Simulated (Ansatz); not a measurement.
# HF/def2-SV(P) (core potential, accuracy low) run of SnNH5 (SMILES [NH2][SnH3])

What is the vertical singlet–triplet gap of SnNH5 at HF/def2-SV(P) (core potential, accuracy low)? 

Program for the calculation: Ansatz 0.2.0.

14 further runs of the same task are left out: 6 for a known fault of the program, 2 that didn't finish, 6 set aside as unsound or not needed.

### Step 1. The molecule

SnNH5: 7 atoms, total charge 0, spin state singlet. SMILES: `[NH2][SnH3]`. The shape is that of a PBE0-D4/def2-TZVP optimisation.

Bond lengths: N1–Sn2 2.032 Å, N1–H3 1.012 Å, N1–H4 1.012 Å, Sn2–H5 1.704 Å, Sn2–H6 1.704 Å, Sn2–H7 1.717 Å. Angles: N1–Sn2–H5 105.9°, N1–Sn2–H6 105.9°, N1–Sn2–H7 113.4°, Sn2–N1–H3 112.9°, Sn2–N1–H4 112.9°, H5–Sn2–H6 112.1°, H5–Sn2–H7 109.7°, H6–Sn2–H7 109.7°, H3–N1–H4 107.1°.

### Step 2. The energy at HF/def2-SV(P) (core potential, accuracy low)

Contents of job.yaml:

```yaml
crystal:
  periodic: [false, false, false]
  atoms:
    - {symbol: "N", position_ang: [-0.499600, -1.183300, 0.116600]}
    - {symbol: Sn, position_ang: [0.136800, 0.730400, -0.135600]}
    - {symbol: H, position_ang: [-0.001800, -1.844500, -0.466500]}
    - {symbol: H, position_ang: [-0.413700, -1.504900, 1.072700]}
    - {symbol: H, position_ang: [-0.115800, 1.092800, -1.781700]}
    - {symbol: H, position_ang: [-0.836300, 1.684400, 0.888000]}
    - {symbol: H, position_ang: [1.791700, 0.957100, 0.260900]}
basis:
  gaussian: {orbitals: def2-SV_P_.json, symmetry_tolerance_ang: 0.001}
hamiltonian: {xc: hf, pseudopotentials: {relativity: none}}
accuracy: low
scf: {omitted_lower_state_checks: [starts, cluster_reference]}
```

The basis set def2-SV(P) is read from a file made from the Basis Set Exchange's data (not shown).

Started as:

```console
$ ansatz run job.yaml --threads 1 --pin off --max-ram 2610MiB --events-out events.jsonl --progress --plain --runs-dir runs
```

The log of the run:

```text
Warning: RAYON_NUM_THREADS=1 ignored (pool sized by the plan → 1); use --threads N
Functional definition: HF
  name "HF"
  exchange = exact_x
  correlation = 0
these checks for a lower state are left out or cut short: starts, cluster_reference
642 factors; integrals over basis functions are off by at most 4.9e-4 eV
mean field evaluation 1: about -7361.0517 eV, gradient 3.1e1 eV
mean field evaluation 2: about -7361.3165 eV, gradient 3.1e1 eV
mean field evaluation 4: about -7363.6654 eV, gradient 2.1e0 eV
mean field evaluation 8: about -7363.6993 eV, gradient 8.4e-2 eV
mean field -7363.69935157 eV, -270.6109598754 hartree, gradient 1.1e-5 eV, S^2 0.000000; 0 other end points of the search recorded, 0 dependent functions left out
reference -7363.69935157 eV, -270.6109598754 hartree; 17, 17 occupied and 33, 33 virtual orbitals, 642 factors
Total energy: -7363.69935157 eV, -270.6109598754 hartree
Checks for a lower state left out: starts, cluster_reference
```

Run time: 0.44 s. Hardware: 1 thread of Arm Neoverse V2, shared host.

### Step 3. The triplet, same level

job.yaml: that of step 2 with these lines changed.

```diff
@@ -12,2 +12,3 @@
   gaussian: {orbitals: def2-SV_P_.json, symmetry_tolerance_ang: 0.001}
+magnetization: {spin_polarized: true, initial_magnetization: 2}
 hamiltonian: {xc: hf, pseudopotentials: {relativity: none}}
```

The basis set def2-SV(P) is read from a file made from the Basis Set Exchange's data (not shown).

Started as:

```console
$ ansatz run job.yaml --threads 1 --pin off --max-ram 2610MiB --events-out events.jsonl --progress --plain --runs-dir runs
```

The log of the run:

```text
Warning: RAYON_NUM_THREADS=1 ignored (pool sized by the plan → 1); use --threads N
[... 4 set-up lines as earlier in the session ...]
these checks for a lower state are left out or cut short: starts, cluster_reference
642 factors; integrals over basis functions are off by at most 4.9e-4 eV
mean field evaluation 1: about -7355.3043 eV, gradient 1.8e1 eV
mean field evaluation 2: about -7355.3144 eV, gradient 1.8e1 eV
mean field evaluation 4: about -7358.3566 eV, gradient 3.9e0 eV
mean field evaluation 8: about -7358.8073 eV, gradient 2.1e-1 eV
mean field -7358.80793695 eV, -270.4312037037 hartree, gradient 3.8e-5 eV, S^2 2.013798; 0 other end points of the search recorded, 0 dependent functions left out
reference -7358.80793695 eV, -270.4312037037 hartree; 18, 16 occupied and 32, 34 virtual orbitals, 642 factors
Total energy: -7358.80793695 eV, -270.4312037037 hartree
Checks for a lower state left out: starts, cluster_reference
```

Wall time 0.58 s (1 thread of Arm Neoverse V2, shared host).

### Step 4. What came out

At HF/def2-SV(P) (core potential, accuracy low):

| quantity | value |
| --- | --- |
| singlet: total energy | -270.61096 Eh |
| triplet: total energy | -270.43120 Eh |
| triplet: ⟨S²⟩ | 2.014 |
| vertical energy of the triplet above the singlet | 4.891 eV |

What this shows: At this shape the triplet lies 4.89 eV (472 kJ/mol) above the singlet. The accuracy setting (singlet) is loose, so the last digits carry no meaning. The accuracy setting (triplet) is loose, so the last digits carry no meaning.
